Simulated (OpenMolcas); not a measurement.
# One shape, several levels: C3H8Si (SMILES CC(C)[SiH])

Wanted: a comparison of 6 runs (HF/3-21G, B2PLYP/6-31G*, M06-L/6-31G*, PBE/6-31G*, r2SCAN/6-31G*, CCSD(T)/6-31G*) of C3H8Si. 

Program for the calculation: OpenMolcas 26.06.

1 further run of the same task is left out (set aside as unsound or not needed).

## Step 1: Starting point

C3H8Si: 12 atoms, total charge 0, spin state singlet. SMILES: `CC(C)[SiH]`. The shape is that of a PBE0-D4/def2-TZVP optimisation. This is one conformer, not always the lowest.

Bond lengths: C1–C2 1.513 Å, C2–C3 1.532 Å, C2–Si4 1.900 Å, C1–H5 1.093 Å, C1–H6 1.093 Å, C1–H7 1.096 Å, C2–H8 1.091 Å, C3–H9 1.089 Å, C3–H10 1.146 Å, C3–H11 1.090 Å, Si4–H12 1.529 Å. Some angles: C1–C2–C3 114.4°, C1–C2–Si4 122.7°, C3–C2–Si4 84.0°, C1–C2–H8 111.2°, C3–C2–H8 110.2°, Si4–C2–H8 111.4°, C2–C1–H5 111.1°, C2–C1–H6 110.7°, C2–C1–H7 112.0°, C2–C3–H9 112.0°.

## Step 2: Energy and gradient at HF/3-21G (run 1)

test.inp

```
* C3H8Si Hartree-Fock
&GATEWAY
BasLib = $CurrDir
Coord
12
bohr
C     -0.47828968     1.71398160    -2.00840093
C      0.18443727    -0.82448751    -0.86965196
C      1.49269467    -0.67557709     1.70850139
Si    -2.20908984    -2.84536063     0.88363594
H     -1.58755892     1.48815932    -3.73504369
H     -1.60740104     2.83251049    -0.68861620
H      1.20980266     2.80888891    -2.49897383
H      1.31184788    -1.95473270    -2.17394093
H      1.41805048     1.22057410     2.50388712
H      0.53800503    -1.91032414     3.20988880
H      3.41567997    -1.41257028     1.71681618
H     -3.54285854    -0.54537496     2.01633777
Basis = 3-21G
Group = NoSym
&SEWARD
&SCF
Thresholds = 1e-10 1e-07 1e-07 1e-05
PrOrbitals = 1
&ALASKA
```

The basis set 3-21G is read from a file made from the Basis Set Exchange's data (not shown).

On the command line:

```
$ export MOLCAS_MEM=1860
$ pymolcas test.inp > test.log
```

Standard output:

```text
--- Start Module: gateway ---
[...]
--- Stop Module: gateway /rc=_RC_ALL_IS_WELL_ ---
[...]
      Basis functions           56
[...]
--- Start Module: scf ---
[...]
       Convergence after  13 Iterations
[...]
::    Total SCF energy                               -404.9399523547
[...]
      Total spin, S                                     0.0000000000
[...]
      Total electronic charge=   40.000000
      Total            charge=   -0.000000
[...]
      Dipole Moment (debye):
      Origin of the operator (angstrom)=   -0.3398   -0.5472    0.0811
                   X=  1.2541E+00               Y=  1.2627E+00               Z= -2.8636E-01           Total=  1.8025E+00
      Quadrupole Moment (debye*angstrom):
[...]
 *              Molecular gradients               *
 **************************************************
  Irreducible representation: a
 ------------------------------------------------------------------------------------------
                              X                       Y                       Z
 ------------------------------------------------------------------------------------------
  C1                4.48612350805500E-03   -1.38088739927273E-02    4.37659018253855E-03
  C2               -9.06085780830113E-03    1.12319821307985E-02    1.59116207999391E-02
  C3               -2.15084335062738E-02   -5.55620182320604E-03   -2.50895503736521E-02
  SI4               2.85196166194064E-02    1.38832017719110E-02    5.75949888894334E-03
  H5               -3.11014477636773E-03    7.55377099554838E-05   -4.32874198916400E-03
  H6               -3.24330411493667E-03    2.61774310533891E-03    3.83801350371105E-03
  H7                4.46222521482298E-03    3.92842432660712E-03   -1.88551572834950E-03
  H8                3.43155577007814E-03   -5.08691602905476E-03   -4.31512381109034E-03
[...]
```

It took 2.9 s on 1 thread of Intel Xeon Platinum 8375C at 2.90GHz (Ice Lake), shared host; peak memory 0.39 GiB.

## Step 3: A single-point energy at B2PLYP/6-31G(d) (spherical functions) (run 2)

mol.input

```
* C3H8Si Kohn-Sham DFT

&GATEWAY
  BasLib
  $CurrDir
  Coord
  12
  bohr
  C     -0.47828968     1.71398160    -2.00840093
  C      0.18443727    -0.82448751    -0.86965196
  C      1.49269467    -0.67557709     1.70850139
  Si    -2.20908984    -2.84536063     0.88363594
  H     -1.58755892     1.48815932    -3.73504369
  H     -1.60740104     2.83251049    -0.68861620
  H      1.20980266     2.80888891    -2.49897383
  H      1.31184788    -1.95473270    -2.17394093
  H      1.41805048     1.22057410     2.50388712
  H      0.53800503    -1.91032414     3.20988880
  H      3.41567997    -1.41257028     1.71681618
  H     -3.54285854    -0.54537496     2.01633777
  Basis
  6-31Gs
  Group
  NoSym

&SEWARD
  GridInput
  Grid=UltraFine
  End of Grid

&SCF
  KSDFT
  B2PLYP_SCF
  Thresholds
  1e-10 1e-07 1e-07 1e-05
  PrOrbitals
  1 1

&MBPT2
  Frozen
  8
```

The basis set 6-31G* is read from a file made from the Basis Set Exchange's data (not shown).

On the command line:

```
$ export MOLCAS_MEM=1860
$ pymolcas mol.input > mol.log
```

Standard output:

```text
--- Start Module: gateway ---
[...]
--- Stop Module: gateway /rc=_RC_ALL_IS_WELL_ ---
[...]
      Basis functions           76
[...]
--- Start Module: scf ---
[...]
       Convergence after  13 Iterations
[...]
::    Total KS-DFT energy                            -408.0809577420
[...]
      Total spin, S                                     0.0000000000
[...]
      Total electronic charge=   40.000000
      Total            charge=   -0.000000
[...]
      Dipole Moment (debye):
      Origin of the operator (angstrom)=   -0.3398   -0.5472    0.0811
                   X=  1.3981E+00               Y=  1.2254E+00               Z= -2.2950E-01           Total=  1.8732E+00
      Quadrupole Moment (debye*angstrom):
[...]
--- Stop Module: scf /rc=_RC_ALL_IS_WELL_ ---
[...]
--- Start Module: mbpt2 ---
[...]
 ###    WARNING: MP2 implementation intended for RHF references only         ###
 ###############################################################################
MBPT2 WARNING: Reference function according to RunFile:KS-DFT
I'll assume you know what you're doing and continue
WARNING!
Default frozen orbitals as non valence orbitals is overwritten by user input.
Default values:   5
[...]
       Reference weight ( Cref**2 )         =        0.78206
::    Total MBPT2 energy                             -408.6604681894
[...]
      Total MBPT2 calculations                           0.18      0.19
--- Stop Module: mbpt2 /rc=_RC_ALL_IS_WELL_ ---
[...]
```

Run time: 24 s. Hardware: 1 thread of Intel Xeon Platinum 8375C at 2.90GHz (Ice Lake), shared host; peak memory 0.43 GiB.

Runs 3 to 5 aren't shown in full; the table further down has their settings and results.

## Step 4: A single-point energy at CCSD(T)/6-31G(d) (spherical functions) (run 6)

mol.inp

```
&GATEWAY
BasLib = $CurrDir
Coord
12
angstrom
C       -0.253100       0.907000      -1.062800
C        0.097600      -0.436300      -0.460200
C        0.789900      -0.357500       0.904100
Si      -1.169000      -1.505700       0.467600
H       -0.840100       0.787500      -1.976500
H       -0.850600       1.498900      -0.364400
H        0.640200       1.486400      -1.322400
H        0.694200      -1.034400      -1.150400
H        0.750400       0.645900       1.325000
H        0.284700      -1.010900       1.698600
H        1.807500      -0.747500       0.908500
H       -1.874800      -0.288600       1.067000
Basis = 6-31Gs
Group = NoSym
&SEWARD
&SCF
Thresholds = 1e-10 1e-07 1e-07 1e-05
PrOrbitals = 1 1
&RASSCF
FileOrb = $Project.ScfOrb
Spin = 1
Nactel = 0 0 0
Inactive = 20
Ras2 = 0
OutOrbitals = Canonical
OrbListing = Nothing
&MOTRA
JobIph
Frozen = 8
&CCSDT
CCT
Triples = 2
Iterations = 80
Accuracy = 1e-08
Extrapolation = 5 4
```

The basis set 6-31G* is read from a file made from the Basis Set Exchange's data (not shown).

On the command line:

```
$ export MOLCAS_MEM=1860
$ pymolcas mol.inp > mol.log
```

Standard output:

```text
--- Start Module: gateway ---
[...]
--- Stop Module: gateway /rc=_RC_ALL_IS_WELL_ ---
[...]
      Basis functions           76
[...]
       Convergence after  13 Iterations
[...]
::    Total SCF energy                               -407.0958966044
[...]
      Total spin, S                                     0.0000000000
[...]
      Number of active orbitals                  0
[...]
      Spin quantum number                      0.0
[...]
      Active orbitals                            0
[...]
      Number of CSFs                             1
[...]
      Number of root(s) required                 1
[...]
      Convergence after  4 iterations
[...]
      Natural orbitals and occupation numbers for root  1
      ************************************************************************************************************************
      *                                                    Final results                                                     *
      ************************************************************************************************************************
[...]
::    RASSCF root number  1 Total energy:   -407.09589660
[...]
      Total electronic charge=   40.000000
      Total            charge=   -0.000000
[...]
      Dipole Moment (debye):
      Origin of the operator (angstrom)=   -0.3398   -0.5472    0.0811
                   X=  1.3589E+00               Y=  1.2402E+00               Z= -2.5441E-01           Total=  1.8573E+00
      Quadrupole Moment (debye*angstrom):
[...]
--- Start Module: motra ---
[...]
--- Stop Module: motra /rc=_RC_ALL_IS_WELL_ ---
--- Start Module: ccsdt ---
[...]
      Convergence after                    16  Iterations
      Total energy (diff) :    -407.62157027       0.00000001
[...]
 METHOD                       : CCSD+T(CCSD)+<T3(1)WT1> = CCSD(T)
[...]
       CCSD     =      -407.6215702711656
[...]
```

It took 28 s on 1 thread of Intel Xeon Platinum 8375C at 2.90GHz (Ice Lake), shared host; peak memory 0.43 GiB.

## Step 5: The series

```csv
run,level,task,frozen core orbitals,energy (Eh),dipole moment (D) of the reference,HOMO energy (eV),LUMO energy (eV),wall time
1,HF/3-21G,gradient,–,-404.939952,1.80,-8.38,2.01,2.9 s
2,B2PLYP/6-31G* (spherical functions),energy,8,-408.237426,1.87,-6.86,0.01,24 s
3,M06-L/6-31G* (spherical functions),gradient,–,-408.508801,1.93,-5.15,-1.81,57 s
4,PBE/6-31G* (spherical functions),gradient,–,-408.208083,2.12,-4.93,-2.08,44 s
5,r2SCAN/6-31G* (spherical functions),gradient,–,-408.422132,2.14,-5.16,-1.93,56 s
6,CCSD(T)/6-31G* (spherical functions),energy,8,-407.637619,1.86,-8.39,1.98,28 s
```

## Step 6: Results

| quantity | value |
| --- | --- |
| run 6: total energy | -407.63762 Eh |
| run 6: dipole moment (mean-field density) | 1.86 D |
| run 6: HOMO energy (Hartree–Fock orbitals) | -8.39 eV |
| run 6: LUMO energy (Hartree–Fock orbitals) | 1.98 eV |
| run 6: HOMO–LUMO gap (Hartree–Fock orbitals) | 10.37 eV |
| run 6: correlation energy (8 core orbitals frozen) | -541.7 mEh |
| run 6: (T) correction | -16.05 mEh |

Over runs 1, 2, 3, 4, 5 the dipole moment (its size) runs from 1.80 D (HF/3-21G) to 2.14 D (r2SCAN/6-31G*). The two ends differ in method and basis. Over runs 1, 2, 3, 4, 5 the HOMO–LUMO gap runs from 2.86 eV (PBE/6-31G*) to 10.38 eV (HF/3-21G). For B2PLYP the log adds the whole second-order term; the table takes 0.27 of it, as the functional is defined. Totals of different functionals can't be ranked against each other. All runs together took 3.5 min, the longest 57 s.
